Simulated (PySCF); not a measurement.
# C5H11FO2Si, a complex of two parts: NMR shifts, part 2 of 2

PySCF 2.14.0. Atoms count from 0, parts from 1. The steps go on from the part before.

### 5 NMR shieldings: 1050 fs

The job: settings as JSON, then the geometry in Å.

```
{"job": {"kind": "nmr", "xc": "PBE0", "basis": "pcSseg-1", "pop": false}, "charge": 0, "multiplicity": 1, "parts": [{"atoms": "0-15", "charge": 0, "multiplicity": 1}, {"atoms": "16-19", "charge": 0, "multiplicity": 1}]}
C     -3.101534    -0.142675    -0.750304
C     -1.791416     0.091670    -1.560378
C     -0.673924    -0.979786    -1.269872
C      0.285721    -0.648993    -0.255348
F     -0.149042    -0.809548     0.974123
Si     0.239478     1.437993    -0.575252
O     -1.244149     1.329348    -1.327518
H     -3.911332     0.474012    -1.055836
H     -2.992244     0.040738     0.361317
H     -3.460391    -1.172075    -0.890121
H     -2.085299    -0.060067    -2.651206
H     -0.015928    -1.116591    -2.161276
H     -1.092230    -1.840999    -0.825083
H      1.240293    -1.187643    -0.321869
H      1.323206     1.967690    -1.410204
H     -0.050214     2.159253     0.635251
C      3.684544     0.265647     3.138379
O      2.991535     0.671650     2.230135
H      4.772464     0.221096     3.180293
H      3.215132    -0.076364     4.131413
```

Method: GIAO PBE0/pcSseg-1 NMR shielding, non-relativistic, gas phase.

What it wrote:

```text
coarse grid: 17136 points
cycle   1  E = -735.9200007325  dE =  1.105e+00  |g| = 1.052e+00  |ddm| = 3.855e+00
cycle   2  E = -735.3953985539  dE =  5.246e-01  |g| = 1.958e+00  |ddm| = 2.303e+00
cycle   3  E = -736.1192831772  dE = -7.239e-01  |g| = 2.453e-01  |ddm| = 1.647e+00
cycle   4  E = -736.1293788563  dE = -1.010e-02  |g| = 1.025e-01  |ddm| = 2.035e-01
cycle   5  E = -736.1310052363  dE = -1.626e-03  |g| = 2.966e-02  |ddm| = 7.911e-02
cycle   6  E = -736.1311723740  dE = -1.671e-04  |g| = 7.756e-03  |ddm| = 2.897e-02
cycle   7  E = -736.1311833778  dE = -1.100e-05  |g| = 1.908e-03  |ddm| = 6.640e-03
cycle   8  E = -736.1311840077  dE = -6.299e-07  |g| = 6.671e-04  |ddm| = 1.853e-03
final grid: 161080 points
cycle   9  E = -736.2109311904  dE = -3.018e-05  |g| = 1.335e-02  |ddm| = 3.086e-02
cycle  10  E = -736.2108605122  dE =  7.068e-05  |g| = 2.361e-02  |ddm| = 2.181e-02
cycle  11  E = -736.2109635662  dE = -1.031e-04  |g| = 2.817e-03  |ddm| = 1.447e-02
cycle  12  E = -736.2109651298  dE = -1.564e-06  |g| = 4.172e-04  |ddm| = 1.904e-03
cycle  13  E = -736.2109651569  dE = -2.716e-08  |g| = 1.816e-04  |ddm| = 5.302e-04
cycle  14  E = -736.2109651634  dE = -6.449e-09  |g| = 4.075e-05  |ddm| = 1.856e-04
cycle  15  E = -736.2109651637  dE = -3.301e-10  |g| = 1.178e-05  |ddm| = 4.702e-05
converged SCF energy = -736.2109651637

GIAO shielding tensors (ppm)
atom      isotropic    diamagn.    paramagn.     s11        s22        s33       span
  0 C      158.580     245.233     -86.653    140.042    149.913    185.784     45.742
  1 C      101.149     241.871    -140.722     62.218     92.297    148.932     86.714
  2 C      142.420     255.785    -113.365    130.679    143.173    153.408     22.729
  3 C       93.406     247.506    -154.100     62.076     85.986    132.156     70.081
  4 F      387.924     477.666     -89.743    331.112    395.668    436.990    105.878
  5 Si     323.511     879.440    -555.929    228.668    328.750    413.115    184.447
  6 O      288.420     398.575    -110.154    230.371    299.490    335.400    105.029
  7 H       30.494      27.932       2.562     26.770     27.857     36.857     10.087
  8 H       29.445      29.503      -0.058     25.586     28.675     34.075      8.489
  9 H       30.417      28.504       1.913     26.061     28.448     36.740     10.679
 10 H       26.134      28.237      -2.103     23.546     24.295     30.560      7.014
 11 H       29.468      31.354      -1.887     23.785     28.318     36.299     12.514
 12 H       30.012      33.127      -3.115     25.834     29.856     34.347      8.514
 13 H       26.495      32.382      -5.887     21.936     26.907     30.643      8.708
 14 H       25.918      29.333      -3.415     22.151     23.704     31.899      9.748
 15 H       26.295      30.790      -4.495     22.619     24.150     32.117      9.498
 16 C      -19.516     245.565    -265.082   -109.290    -49.212     99.954    209.244
 17 O     -473.584     407.980    -881.564  -1290.445   -538.440    408.133   1698.578
 18 H       21.311      26.228      -4.917     19.294     22.188     22.450      3.156
 19 H       21.150      28.226      -7.076     20.441     21.335     21.673      1.232
```

Wall time 37 s (1 thread of Arm Neoverse V1, shared host); peak memory 0.98 GiB.

In short: δ C16 206.4, C3 93.5, C1 85.8, C2 44.5, H19 10.57, H18 10.41 ppm.

### 6 NMR shieldings: 1275 fs

The job: settings as JSON, then the geometry in Å.

```
{"job": {"kind": "nmr", "xc": "PBE0", "basis": "pcSseg-1", "pop": false}, "charge": 0, "multiplicity": 1, "parts": [{"atoms": "0-15", "charge": 0, "multiplicity": 1}, {"atoms": "16-19", "charge": 0, "multiplicity": 1}]}
C     -2.473606    -0.576028    -0.349378
C     -1.354604    -0.417066    -1.422271
C     -0.172179    -1.337481    -1.194375
C      0.799837    -0.674420    -0.213772
F      0.272521    -0.864470     1.077999
Si     0.669190     1.176051    -0.702394
O     -0.867676     0.945440    -1.303694
H     -2.987910     0.350412    -0.347263
H     -2.103055    -0.791162     0.660245
H     -3.125479    -1.452648    -0.426016
H     -1.711301    -0.527630    -2.415421
H      0.257901    -1.207449    -2.226743
H     -0.217260    -2.356540    -0.976035
H      1.839538    -1.063203    -0.198109
H      1.457810     1.500647    -1.904438
H      0.733609     2.133059     0.382733
C      3.317118     1.388768     3.403830
O      3.151521     0.622552     2.519697
H      3.800476     2.338304     3.257455
H      3.036092     1.122254     4.433274
```

With the program's defaults for keys left out, this is: GIAO PBE0/pcSseg-1 NMR shielding, non-relativistic, gas phase.

What it wrote:

```text
coarse grid: 17136 points
cycle   1  E = -735.9279374684  dE =  1.069e+00  |g| = 1.064e+00  |ddm| = 3.832e+00
cycle   2  E = -735.4431772434  dE =  4.848e-01  |g| = 1.928e+00  |ddm| = 2.473e+00
cycle   3  E = -736.1363522188  dE = -6.932e-01  |g| = 1.815e-01  |ddm| = 1.769e+00
cycle   4  E = -736.1413572853  dE = -5.005e-03  |g| = 1.006e-01  |ddm| = 1.644e-01
cycle   5  E = -736.1430150169  dE = -1.658e-03  |g| = 2.618e-02  |ddm| = 7.295e-02
cycle   6  E = -736.1431417985  dE = -1.268e-04  |g| = 7.133e-03  |ddm| = 2.467e-02
cycle   7  E = -736.1431514183  dE = -9.620e-06  |g| = 1.569e-03  |ddm| = 5.973e-03
final grid: 161080 points
cycle   8  E = -736.2248895555  dE = -2.643e-05  |g| = 1.540e-02  |ddm| = 2.969e-02
cycle   9  E = -736.2248040233  dE =  8.553e-05  |g| = 2.656e-02  |ddm| = 2.592e-02
cycle  10  E = -736.2249335106  dE = -1.295e-04  |g| = 2.410e-03  |ddm| = 1.678e-02
cycle  11  E = -736.2249346895  dE = -1.179e-06  |g| = 4.464e-04  |ddm| = 1.824e-03
cycle  12  E = -736.2249347172  dE = -2.773e-08  |g| = 2.088e-04  |ddm| = 5.041e-04
cycle  13  E = -736.2249347254  dE = -8.171e-09  |g| = 3.696e-05  |ddm| = 1.952e-04
cycle  14  E = -736.2249347256  dE = -2.565e-10  |g| = 1.178e-05  |ddm| = 4.368e-05
converged SCF energy = -736.2249347256

GIAO shielding tensors (ppm)
atom      isotropic    diamagn.    paramagn.     s11        s22        s33       span
  0 C      161.762     246.870     -85.107    138.517    150.913    195.856     57.339
  1 C      105.585     245.413    -139.828     66.454     94.617    155.686     89.232
  2 C      151.134     252.093    -100.959    135.356    153.205    164.841     29.485
  3 C       88.017     246.349    -158.333     52.640     69.752    141.658     89.018
  4 F      413.113     477.477     -64.364    358.829    404.958    475.553    116.724
  5 Si     351.508     880.554    -529.046    303.339    340.269    410.916    107.577
  6 O      272.261     398.890    -126.629    207.709    273.221    335.852    128.143
  7 H       30.889      30.007       0.882     26.199     29.070     37.399     11.200
  8 H       29.793      31.655      -1.863     24.975     31.179     33.225      8.250
  9 H       30.360      28.097       2.262     26.686     27.026     37.368     10.682
 10 H       27.512      31.089      -3.577     24.880     25.417     32.240      7.360
 11 H       29.182      31.128      -1.946     23.697     27.532     36.317     12.620
 12 H       30.020      32.135      -2.115     26.040     27.980     36.039     10.000
 13 H       25.776      30.222      -4.447     22.202     25.703     29.422      7.219
 14 H       26.567      30.003      -3.436     22.491     24.257     32.952     10.461
 15 H       26.714      31.429      -4.715     23.476     24.533     32.133      8.657
 16 C      -10.451     247.206    -257.658    -98.449    -35.054    102.149    200.598
 17 O     -450.720     409.059    -859.779  -1251.909   -512.318    412.068   1663.978
 18 H       22.024      28.357      -6.333     21.492     21.795     22.785      1.293
 19 H       21.805      27.990      -6.185     21.060     21.549     22.805      1.745
```

Wall time 39 s (1 thread of Arm Neoverse V1, shared host); peak memory 0.98 GiB.

In short: δ C16 197.4, C3 98.9, C1 81.3, C2 35.8, H19 9.91, H18 9.69 ppm.

### 7 NMR shieldings: 1500 fs

The job: settings as JSON, then the geometry in Å.

```
{"job": {"kind": "nmr", "xc": "PBE0", "basis": "pcSseg-1", "pop": false}, "charge": 0, "multiplicity": 1, "parts": [{"atoms": "0-15", "charge": 0, "multiplicity": 1}, {"atoms": "16-19", "charge": 0, "multiplicity": 1}]}
C     -1.908674    -0.712786    -0.137380
C     -0.983963    -0.891327    -1.355329
C      0.037440    -1.991896    -0.993736
C      1.095853    -1.354258    -0.087415
F      0.896468    -1.746179     1.217967
Si     0.975550     0.484545    -0.622973
O     -0.289790     0.282143    -1.610695
H     -2.407764     0.276784    -0.368014
H     -1.336627    -0.721104     0.845224
H     -2.715210    -1.472257    -0.008149
H     -1.620609    -1.106448    -2.226171
H      0.380737    -2.456789    -1.950670
H     -0.404108    -2.816605    -0.411040
H      2.126136    -1.741991    -0.279442
H      1.994352     0.888634    -1.488890
H      0.721390     1.438142     0.495989
C      3.040334     1.216999     3.846701
O      3.550527     0.730748     2.887082
H      2.114141     1.781780     3.779009
H      3.478435     1.192569     4.821977
```

Method: GIAO PBE0/pcSseg-1 NMR shielding, non-relativistic, gas phase.

What it wrote:

```text
coarse grid: 17136 points
cycle   1  E = -735.9479832954  dE =  1.118e+00  |g| = 1.035e+00  |ddm| = 3.834e+00
cycle   2  E = -735.4992395994  dE =  4.487e-01  |g| = 1.859e+00  |ddm| = 2.156e+00
cycle   3  E = -736.1400346590  dE = -6.408e-01  |g| = 2.052e-01  |ddm| = 1.539e+00
cycle   4  E = -736.1467364319  dE = -6.702e-03  |g| = 9.733e-02  |ddm| = 1.684e-01
cycle   5  E = -736.1482396657  dE = -1.503e-03  |g| = 2.387e-02  |ddm| = 6.762e-02
cycle   6  E = -736.1483481210  dE = -1.085e-04  |g| = 7.053e-03  |ddm| = 2.262e-02
cycle   7  E = -736.1483576519  dE = -9.531e-06  |g| = 1.422e-03  |ddm| = 5.669e-03
final grid: 161080 points
cycle   8  E = -736.2301379967  dE = -2.720e-05  |g| = 1.463e-02  |ddm| = 2.788e-02
cycle   9  E = -736.2300552938  dE =  8.270e-05  |g| = 2.579e-02  |ddm| = 2.350e-02
cycle  10  E = -736.2301767209  dE = -1.214e-04  |g| = 2.405e-03  |ddm| = 1.548e-02
cycle  11  E = -736.2301778509  dE = -1.130e-06  |g| = 4.346e-04  |ddm| = 1.729e-03
cycle  12  E = -736.2301778798  dE = -2.887e-08  |g| = 1.662e-04  |ddm| = 4.564e-04
cycle  13  E = -736.2301778850  dE = -5.180e-09  |g| = 4.009e-05  |ddm| = 1.628e-04
cycle  14  E = -736.2301778853  dE = -3.265e-10  |g| = 1.022e-05  |ddm| = 4.876e-05
converged SCF energy = -736.2301778853

GIAO shielding tensors (ppm)
atom      isotropic    diamagn.    paramagn.     s11        s22        s33       span
  0 C      152.111     250.675     -98.564    129.936    148.254    178.144     48.208
  1 C      111.802     246.095    -134.293     79.621    102.745    153.041     73.420
  2 C      140.290     250.507    -110.216    122.351    144.091    154.429     32.078
  3 C       97.825     244.679    -146.854     54.414     83.574    155.487    101.074
  4 F      406.647     475.856     -69.209    342.469    393.877    483.596    141.128
  5 Si     354.965     880.832    -525.867    298.045    340.529    426.321    128.276
  6 O      275.738     397.351    -121.613    213.513    282.968    330.733    117.220
  7 H       29.165      30.156      -0.992     25.022     27.158     35.314     10.292
  8 H       28.767      31.131      -2.364     24.634     30.062     31.605      6.971
  9 H       29.591      29.440       0.151     26.140     26.657     35.976      9.837
 10 H       27.140      30.489      -3.348     23.414     25.512     32.495      9.080
 11 H       28.532      29.195      -0.663     23.641     26.825     35.129     11.488
 12 H       29.397      30.307      -0.911     26.511     27.455     34.224      7.713
 13 H       25.800      28.786      -2.986     21.411     25.706     30.281      8.870
 14 H       27.644      31.310      -3.666     23.502     25.261     34.170     10.668
 15 H       26.246      31.132      -4.886     22.965     24.456     31.317      8.352
 16 C      -13.199     247.793    -260.992   -100.275    -44.571    105.250    205.525
 17 O     -457.258     403.685    -860.943  -1266.890   -521.361    416.476   1683.366
 18 H       21.962      33.433     -11.471     20.952     21.580     23.352      2.400
 19 H       22.044      24.529      -2.485     21.079     22.334     22.719      1.640
```

Run time: 37 s. Hardware: 1 thread of Arm Neoverse V1, shared host; peak memory 0.98 GiB.

In short: δ C16 200.1, C3 89.1, C1 75.1, C2 46.6, H18 9.76, H19 9.67 ppm.

### 8 Comparing the runs: NMR shifts

Shifts (ppm) of some atoms, chosen among heavy atoms and hydrogens apart, with basis size and wall time:

```
  frame     C3    H8     H9      F4   Si5    O17    O6  functions  time
 375 fs   88.4  1.81   0.61  -236.5  -9.9  757.7  83.7        215  58 s
 600 fs  116.0  0.82  -0.03  -210.4  -9.4  736.5  52.5        215  37 s
 825 fs  102.7  2.43   2.85  -214.5  -7.5  792.0  57.7        215  37 s
1050 fs   93.5  2.27   1.30  -217.0  25.6  809.7  47.7        215  37 s
1275 fs   98.9  1.92   1.36  -242.2  -2.4  786.8  63.8        215  39 s
1500 fs   89.1  2.95   2.13  -235.7  -5.8  793.3  60.3        215  37 s
```

### 9 Results

The summary covers parts 1 to 2.

```
                                             quantity                                                                  value
  $^{13}$C shifts against TMS (PBE0/pcSseg-1, 375 fs)                                      193.7, 88.4, 83.7, 45.2, 27.5 ppm
   $^{1}$H shifts against TMS (PBE0/pcSseg-1, 375 fs)  10.64, 9.66, 5.64, 5.40, 5.11, 4.95, 2.81, 2.57, 2.19, 1.81, 0.61 ppm
$^{19}$F shifts against CFCl3 (PBE0/pcSseg-1, 375 fs)                                                             -236.5 ppm
 $^{29}$Si shifts against TMS (PBE0/pcSseg-1, 375 fs)                                                               -9.9 ppm
  $^{17}$O shifts against H2O (PBE0/pcSseg-1, 375 fs)                                                        757.7, 83.7 ppm
                            range of the shift of O17                                                     736.5 to 809.7 ppm
```

Shifts at one fixed geometry are not the observed spectrum, which averages over the motion. In the first frame run (375 fs): The largest span, 1562 ppm, is at O17, where the paramagnetic term is -812 ppm. Across the 6 runs the shift of O17 moves most, between 736.5 (600 fs) and 809.7 ppm (1050 fs).
